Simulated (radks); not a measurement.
# As³⁻ held by a Watson sphere

An exercise on one series of results from a longer session: the logs are not shown, and one member is left open.

The numbers are computed with radks (a radial shooting solver on a logarithmic mesh, Libxc functionals) version 1 (scalar-relativistic Kohn-Sham, r2SCAN, spin-polarised, spherical densities, finite nucleus), except any that are marked as measured or tabulated.

### The atom as given

* element: arsenic (Z = 33)
* charge: -3
* electrons: 36
* configuration: [Kr]
* nuclear rms radius: 4.0968 fm

The outer shells:

As³⁻
```
[Ar] core
3d [↑↓][↑↓][↑↓][↑↓][↑↓]
4s [↑↓]
4p [↑↓][↑↓][↑↓]
```

The first run:

Settings of this run:

```text
Z 33
configuration [Kr]
relativity scalar-relativistic
functional r2scan,r2scan
spin polarised
nucleus finite rms 4.0968 fm
c 137.035999084
watson charge 2.37 radius 2.45 bohr
```

Steps of the session up to this table: R = 2.45 bohr; R = 2.97 bohr; R = 3.78 bohr; R = 4.07 bohr; R = 4.42 bohr; R = 5.13 bohr.

One table of the session follows, with a row left open; its other results are not shown here.

| R (bohr) | highest level (eV) | its <r> (bohr) | sum of <r²> (bohr²) |
| --- | --- | --- | --- |
| 2.45 | -2.628 | 2.640 | 68.68 |
| 2.97 | -2.147 | 2.844 | 77.62 |
| 3.78 | -1.463 | 3.159 | 92.93 |
| 4.07 | ? | ? | ? |
| 4.42 | -1.047 | 3.403 | 106.4 |
| 5.13 | -0.713 | 3.668 | 123.1 |

Estimate the missing values for R (bohr) = 4.07.

Worked estimate for «highest level (eV)». A straight line through the neighbours (3.78, -1.463) and (4.42, -1.047) gives -1.463 + (-1.047 + 1.463) × (4.07 − 3.78) / (4.42 − 3.78) = -1.274; a parabola fitted to 4 rows on both sides gives -1.261.

The run gave: highest level (eV): -1.260; its <r> (bohr): 3.270; sum of <r²> (bohr²): 98.86. In «highest level (eV)» the line misses by -0.014 and the parabola by -0.001.

From R = 2.45 to 5.13 bohr the top level moves from -2.628 to -0.713 eV and its mean radius from 2.64 to 3.67 bohr. A wider sphere makes a shallower well, so the ion swells.
